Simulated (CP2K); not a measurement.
Ba2Tl5V3O12:

```xyz
22
Lattice="8.1542 0.0000 0.0000 -4.0771 7.0618 0.0000 0.0000 0.0000 6.9213" Properties=species:S:1:pos:R:3 pbc="T T T"
Ba    0.0000    0.0000    1.6301
Ba    0.0000    0.0000    5.2912
V     4.0771    0.0000    0.0000
V    -2.0386    3.5309    0.0000
V     2.0386    3.5309    0.0000
Tl    4.0771    0.0000    3.4606
Tl   -2.0386    3.5309    3.4606
Tl    2.0386    3.5309    3.4606
Tl    0.0000    4.7079    1.5565
Tl    4.0771    2.3539    5.3648
O     1.3636    2.4246    5.6370
O     1.2955    7.0304    5.6370
O    -2.6592    4.6685    5.6370
O     1.4179    2.3932    1.2843
O     5.4407    4.6372    1.2843
O     5.3726    0.0314    1.2843
O     2.7135    4.6372    1.2843
O     2.7816    0.0314    1.2843
O     6.7363    2.3932    1.2843
O     2.6592    4.6685    5.6370
O    -1.3636    2.4246    5.6370
O    -1.2955    7.0304    5.6370
```

The cell was built by a generator and needn't be a form met in nature.

Program: CP2K 2026.2. Alike in all runs: task single point; potentials or basis GTH_POTENTIALS Ba GTH-PBE-q10, V GTH-PBE-q13, Tl GTH-PBE-q13, O GTH-PBE-q6; DZVP-MOLOPT-SR-GTH basis; spin collinear, ferromagnetic start; cell as given; k mesh 3 × 3 × 3; smearing fermi-dirac 0.05 eV.

Q: Order these runs on this cell by their pressure, lowest first.
A. level PBEsol; CUTOFF of the grids 900 Ry
B. level PBE; CUTOFF of the grids 600 Ry
C. level RPBE; CUTOFF of the grids 900 Ry
D. level LDA; CUTOFF of the grids 900 Ry
E. level PBE+D4; CUTOFF of the grids 600 Ry; cutoff radius of the dispersion sum (A) 20

A: D (-4.7 GPa), A (-2.2 GPa), E (-0.4 GPa), B (1.4 GPa), C (4.1 GPa).

Caveats: the basis of atomic orbitals isn't converged, which shifts pressures, moduli and gaps; the potentials were made for another functional, which shifts forces and pressure (some runs); pairwise dispersion overbinds metals, which lowers pressure and volume (some runs).

Not every run made on this cell is shown here.
